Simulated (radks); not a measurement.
**Se inside a hard spherical wall**

The task here is to estimate one member of a computed series from the others.

The numbers are computed with radks (a radial shooting solver on a logarithmic mesh, Libxc functionals) version 1 (scalar-relativistic Kohn-Sham, PBEsol, spin-unpolarised, spherical densities, finite nucleus), except any that are marked as measured or tabulated.

## The atom as given

```
element            : selenium (Z = 34)
charge             : 0
electrons          : 34
configuration      : [Ar] 3d10 4s2 4p4
nuclear rms radius : 4.14 fm
```

The outer shells:

Se
```
[Ar] core
3d [↑↓][↑↓][↑↓][↑↓][↑↓]
4s [↑↓]
4p [↑↓][↑ ][↑ ]
```

The first run:

Settings of this run:

```text
Z 34
configuration [Ar] 3d10 4s2 4p4 5s0 4d0 5p0
relativity scalar-relativistic
functional pbe_sol,pbe_sol
spin unpolarised
nucleus finite rms 4.14 fm
c 137.035999084
```

Among the steps run: The free atom; Wall at 20 bohr; Wall at 15 bohr; Wall at 7 bohr; Wall at 3.5 bohr; Wall at 3 bohr; Wall at 2 bohr; Wall at 1.5 bohr.

One of the session's tables, all rows but one given; the rest of the session is left out.

| R (bohr) | E − E(free) (eV) | ε(4p) (eV) |
| --- | --- | --- |
| free | 0.000 | -6.510 |
| 20 | 0.000 | -6.510 |
| 15 | 0.000 | -6.510 |
| 7 | 0.112 | -6.319 |
| 3.5 | 17.817 | 2.472 |
| 3 | 40.682 | 10.042 |
| 2 | ? | ? |
| 1.5 | 877.13 | 178.67 |

Q: Estimate the row for R (bohr) = 2 from the others.

Worked estimate for «E − E(free) (eV)». A straight line through the neighbours (3, 40.682) and (1.5, 877.13) gives 40.682 + (877.13 − 40.682) × (2 − 3) / (1.5 − 3) = 598.31; a parabola fitted to 3 rows on both sides gives 470.34.

The run gave: E − E(free) (eV): 266.74; ε(4p) (eV): 63.838. In «E − E(free) (eV)» the line misses by +331.57 and the parabola by +203.60.

Shells are not refilled when levels cross, and a hard wall is a model, not a crystal.
